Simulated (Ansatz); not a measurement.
A run of Ansatz 0.2.0 is set up as follows.

File input.yaml:

```yaml
crystal:
  lattice:
    - [0.0, 2.897844, 2.897844]
    - [2.897844, 0.0, 2.897844]
    - [2.897844, 2.897844, 0.0]
  atoms:
    - { symbol: Ge, position: [0.0, 0.0, 0.0] }
    - { symbol: Ga, position: [0.25, 0.25, 0.25] }
hamiltonian:
  xc: pbe
  pseudopotentials: { kind: paw }
kpoints:
  mp_grid: { grid: [8, 8, 8] }
scf:
  occupations: { method: gaussian, width: 0.019 }
output:
  forces: true
  stress: true
  eigenvalues: true
  write_density: true
  write_potential: true
  elf: true
  volumetric_format: npy
```

Potentials or basis: Ansatz PAW.

The run is started by

```console
$ ansatz run input.yaml --threads 2 --pin off --max-ram 5632MiB --backend cpu --events-out ev --progress --plain --runs-dir out
```

Task: Estimate the pressure.

Result: 0.2 GPa.

Task: Estimate the band gap on the k mesh.

Result: None (metal or under the smearing width).
